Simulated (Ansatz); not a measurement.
**C₃H₁₁BO₂: how energies converge with the basis set**

An exercise on one series of results from a longer session: the logs are not shown, and one member is left open.

Method: one geometry, several basis sets; program: Ansatz 0.2.0, Gaussian basis.

Levels to be run: PBE0-D4/def2-SVP; ωB97M-V/def2-SVP; PBE0-D4/def2-QZVPP; ωB97M-V/def2-QZVPP; the functionals' def2-TZVPP values are taken from earlier runs.

### The relaxed structure

All runs share one geometry, relaxed beforehand with PBE0-D4 in a triple-zeta def2 set.

17 atoms, charge 0, spin multiplicity 1.

Atoms are counted from 1 here; the program's logs count them from 0.

Bond lengths: C1–O2 1.413 Å, C1–H7 1.096 Å, C1–H8 1.089 Å, C1–H9 1.096 Å, O2–H10 0.959 Å, B3–C4 1.576 Å, B3–C5 1.572 Å, B3–O6 1.369 Å, C4–H11 1.093 Å, C4–H12 1.094 Å, C4–H13 1.097 Å, C5–H14 1.093 Å, C5–H15 1.092 Å, C5–H16 1.097 Å, O6–H17 0.960 Å. Angles: O2–C1–H7 112.1°, O2–C1–H8 106.7°, O2–C1–H9 111.8°, H7–C1–H8 108.2°, H7–C1–H9 109.0°, H8–C1–H9 108.9°, C1–O2–H10 108.8°, C4–B3–C5 122.3°, C4–B3–O6 120.7°, C5–B3–O6 116.4°, B3–C4–H11 112.3°, B3–C4–H12 113.5°, B3–C4–H13 109.2°, H11–C4–H12 108.0°, H11–C4–H13 106.3°, H12–C4–H13 107.2°, B3–C5–H14 112.0°, B3–C5–H15 112.8° and more.

As a file:

```mol
C3H11BO2
  3D, bonds by distance, orders not assigned

 17 15  0  0  0  0  0  0  0  0999 V2000
   -1.6320   -1.5069   -0.8363 C   0  0
   -0.2890   -1.6106   -0.4092 O   0  0
    0.5505    0.9098    0.0094 B   0  0
    2.0147    0.4208    0.3282 C   0  0
   -0.4958    1.2240    1.1404 C   0  0
    0.1891    1.2487   -1.2666 O   0  0
   -2.3120   -1.2820   -0.0070 H   0  0
   -1.6728   -0.6789   -1.5432 H   0  0
   -1.9713   -2.4201   -1.3388 H   0  0
   -0.2345   -2.2733    0.2823 H   0  0
    2.0438   -0.2834    1.1631 H   0  0
    2.5137   -0.0464   -0.5261 H   0  0
    2.6247    1.2818    0.6302 H   0  0
   -0.5421    0.4279    1.8881 H   0  0
   -1.4998    1.4048    0.7505 H   0  0
   -0.1870    2.1286    1.6789 H   0  0
    0.8809    1.0550   -1.9038 H   0  0
  1  2  8  0
  1  7  8  0
  1  8  8  0
  1  9  8  0
  2 10  8  0
  3  4  8  0
  3  5  8  0
  3  6  8  0
  4 11  8  0
  4 12  8  0
  4 13  8  0
  5 14  8  0
  5 15  8  0
  5 16  8  0
  6 17  8  0
M  END
```

Set-up of the first run:

The input, in.yaml:

```yaml
crystal:
  periodic: [false, false, false]
  atoms:
    - {symbol: C, position_ang: [-1.632030, -1.506916, -0.836320]}
    - {symbol: O, position_ang: [-0.288966, -1.610597, -0.409241]}
    - {symbol: B, position_ang: [0.550487, 0.909809, 0.009350]}
    - {symbol: C, position_ang: [2.014712, 0.420798, 0.328244]}
    - {symbol: C, position_ang: [-0.495815, 1.224044, 1.140368]}
    - {symbol: O, position_ang: [0.189100, 1.248689, -1.266602]}
    - {symbol: H, position_ang: [-2.312031, -1.281999, -0.006985]}
    - {symbol: H, position_ang: [-1.672754, -0.678911, -1.543159]}
    - {symbol: H, position_ang: [-1.971270, -2.420078, -1.338792]}
    - {symbol: H, position_ang: [-0.234537, -2.273316, 0.282341]}
    - {symbol: H, position_ang: [2.043759, -0.283370, 1.163082]}
    - {symbol: H, position_ang: [2.513669, -0.046448, -0.526126]}
    - {symbol: H, position_ang: [2.624654, 1.281780, 0.630194]}
    - {symbol: H, position_ang: [-0.542098, 0.427910, 1.888135]}
    - {symbol: H, position_ang: [-1.499840, 1.404819, 0.750481]}
    - {symbol: H, position_ang: [-0.186969, 2.128611, 1.678886]}
    - {symbol: H, position_ang: [0.880928, 1.054974, -1.903757]}
basis:
  gaussian: {orbitals: def2-SVP}
hamiltonian: {xc: pbe0, dispersion: d4}
output: {orbitals: {seedname: orbitals}}
```

Started as:

```sh
> ansatz run in.yaml --threads 4 --pin off --events-out ev --progress --plain --max-ram 11315MiB
```

Among the steps run: PBE0-D4 in def2-SVP; ωB97M-V in def2-SVP; PBE0-D4 in def2-QZVPP; ωB97M-V in def2-QZVPP.

One of the session's tables, all rows but one given; the rest of the session is left out.

It belongs to the step «Density functionals: the series». 

```
functional       basis  HOMO (eV)  LUMO (eV)
   PBE0-D4    def2-SVP      -7.86       1.37
   PBE0-D4  def2-TZVPP          ?          ?
   PBE0-D4  def2-QZVPP      -8.08       0.28
   ωB97M-V    def2-SVP     -10.25       2.97
   ωB97M-V  def2-TZVPP     -10.41       2.01
   ωB97M-V  def2-QZVPP     -10.43       1.40
```

Q: Estimate the row for PBE0-D4, def2-TZVPP from the others.

**Answer.** HOMO (eV): -8.06; LUMO (eV): 0.65. In the column «HOMO (eV)» it lies between PBE0-D4, def2-QZVPP (-8.08) and PBE0-D4, def2-SVP (-7.86).
